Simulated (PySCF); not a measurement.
# C2H10OSi3: the cost of one run

Computed with PySCF 2.14.0 and routines of our own; the level stands in each step. Atoms count from 0.

## 1. The system as given

16 atoms, charge 0, multiplicity 1; geometry from: GFN2-xTB.

## 2. Circular dichroism and optical rotation: TDDFT wB97X-D/def2-SVPD

What the job is given:

```
{"job": {"kind": "ecd", "xc": "wB97X-D", "basis": "def2-SVPD", "nstates": 12}, "charge": 0, "multiplicity": 1}
C     -2.089581    -0.774799    -0.261927
Si    -1.090783     0.417257     0.802211
O     -0.786857     1.850964     0.002866
Si     0.871897     1.897259     0.087456
C      0.814363     0.167486     0.918367
Si     1.605027    -1.299283     0.031973
H     -3.075528    -0.372047    -0.469094
H     -2.218319    -1.720869     0.251541
H     -1.602265    -0.970330    -1.211471
H     -1.744812     0.755808     2.066412
H      1.394202     1.983762    -1.267067
H      1.260277     3.001326     0.954507
H      1.176053     0.179767     1.945863
H      3.067326    -1.225318     0.150988
H      1.258697    -1.326955    -1.392800
H      1.152704    -2.555085     0.646249
```

Level: TDDFT wB97X-D/def2-SVPD circular dichroism and optical rotation, one conformer, gas phase.

Run with:

```console
$ OMP_NUM_THREADS=1 python excited_run.py task.json out
```

One launch serves the whole session: the jobs run in the order shown.

Q: Estimate the wall time and peak memory of this job on 1 thread of Intel Xeon Platinum 8259CL at 2.50GHz, shared host.

About 97 s, with a peak of 1 GiB.
